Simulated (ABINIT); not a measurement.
Crystal: NaVP.

```
CELL_PARAMETERS angstrom
4.00103 0.00000 0.00000
-2.00051 3.46499 0.00000
0.00000 0.00000 4.85391
ATOMIC_POSITIONS crystal
Na 0.00000 0.00000 0.00000
V 0.33333 0.66667 0.50000
P 0.66667 0.33333 0.50000
```

The cell was built by a generator and needn't be a form met in nature.

| Item | Value |
| --- | --- |
| Program | ABINIT 10.8.3 (patched build) |
| Task | relaxation of cell and atoms |
| Functional | LDA |
| Potentials or basis | JTH PAW LDA v2.0 |
| Cutoff | 1088 eV |
| k mesh | 6 × 6 × 4 |
| Occupations | fermi-dirac, width 0.05 eV |
| Spin | collinear spin, ferromagnetic start |
| Starting moments | [0.0, 2.0, 0.0] μB |

At the start: pressure -2.2 GPa; volume 22.43 Å³/atom.

**Question.** Where does the relaxation end?

**Answer.** Over 8 steps the energy falls by 16.5 meV/atom and the volume is 20.12 Å³/atom (-10.3 %); space group P-6m2 (No. 187, to 0.05 Å); moment 2.50 μB per cell.

The path:
| step | energy change (eV) | largest force (eV/Å) | pressure (GPa) | volume (Å³) |
| --- | --- | --- | --- | --- |
| 1 | 0.0000 | 0.0000 | -2.18 | 67.29 |
| 2 | -0.0057 | 0.0000 | -1.87 | 66.85 |
| 3 | -0.0241 | 0.0000 | 0.23 | 63.96 |
| 4 | -0.0261 | 0.0000 | 0.25 | 63.80 |
| 5 | -0.0485 | 0.0000 | -0.08 | 61.37 |
| 6 | -0.0493 | 0.0000 | -0.06 | 60.77 |
| 7 | -0.0494 | 0.0000 | -0.01 | 60.40 |
| 8 | -0.0494 | 0.0000 | 0.00 | 60.36 |

Final structure:
```yaml
crystal:
  lattice:
    - [3.97699, 0.00000, 0.00000]
    - [-1.98850, 3.44418, 0.00000]
    - [0.00000, 0.00000, 4.40631]
  atoms:
    - { symbol: Na, position: [0.00000, 0.00000, 0.00000] }
    - { symbol: V, position: [0.33333, 0.66667, 0.50000] }
    - { symbol: P, position: [0.66667, 0.33333, 0.50000] }
```
